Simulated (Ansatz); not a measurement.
# Ti (Titanium): the cost of one run

Computed with Ansatz 0.2.0, driven from Python. Level of theory: DFT r2SCAN, plane waves, PAW.

### 1 Starting point

The structure is hexagonal, space group P6_3/mmc (No. 194). The conventional cell has a = 2.950 Å, b = 2.950 Å, c = 4.680 Å, α = 90.00°, β = 90.00°, γ = 120.00°. Around Ti (site symmetry -6m2) lie 12 Ti at 2.89 to 2.95 Å.

No structure file is read: the coordinates are typed or built in the script.

### 2 Script

Input file smear_ti.py:

```python
"""Smearing width test for Ti."""

import warnings

import ansatz
import matplotlib.pyplot as plt


def main() -> None:
    warnings.simplefilter("ignore", ansatz.DeckWarning)

    system = (
        ansatz.Lattice.of((2.95, 0.0, 0.0), (-1.475, 2.554775, 0.0), (0.0, 0.0, 4.68))
        .atom("Ti", (1 / 3, 2 / 3, 0.25))
        .atom("Ti", (2 / 3, 1 / 3, 0.75))
    )

    calc = (
        system.calculation()
        .functional("r2SCAN")
        .pseudopotentials("paw")
        .kpoints(13, 13, 7)
    )

    rows = []
    for value in [0.25, 0.15, 0.1, 0.05, 0.025]:
        summary = calc.occupations("cold", width=value).run().report
        rows.append((value, summary["free_energy_ev"] / len(summary["lattice"]["sites"]), summary["n_iterations"], summary["n_kpoints"]))

    print("  width (eV)   F/atom (eV)    iterations      k-points")
    for row in rows:
        print(f"{str(row[0]):>12s}  {row[1]:12.5f}  {row[2]:12d}  {row[3]:12d}")

    # differences from the last row
    for row in rows[:-1]:
        shift = 1000 * (row[1] - rows[-1][1])
        print(f"{row[0]}: {shift:+.2f} meV/atom" + ("  (within 5 meV)" if abs(shift) < 5 else ""))
    plt.figure(figsize=(4.5, 3))
    plt.plot([str(row[0]) for row in rows], [1000 * (row[1] - rows[-1][1]) for row in rows], "o-")
    plt.xlabel("width (eV)")
    plt.ylabel("F - F(last) (meV/atom)")
    plt.tight_layout()
    plt.savefig("smear.png", dpi=100)


if __name__ == "__main__":
    main()
```

### 3 The input behind the calls

The package turns the script's settings into the engine's input (first run):

```yaml
crystal:
  lattice:
    - [2.95, 0.0, 0.0]
    - [-1.475, 2.554775, 0.0]
    - [0.0, 0.0, 4.68]
  atoms:
    - { symbol: Ti, position: [0.3333333333333333, 0.6666666666666666, 0.25] }
    - { symbol: Ti, position: [0.6666666666666666, 0.3333333333333333, 0.75] }
kpoints:
  mp_grid:
    grid: [13, 13, 7]
hamiltonian:
  xc: r2scan
  pseudopotentials:
    kind: paw
scf:
  occupations:
    method: cold
    width: 0.25
```

### 4 The run

Command:

```sh
$ python smear_ti.py
```

Q: Estimate wall time and peak memory on 1 thread of Arm Neoverse V2, shared host.

About 22 s, with a peak of 0.49 GiB.
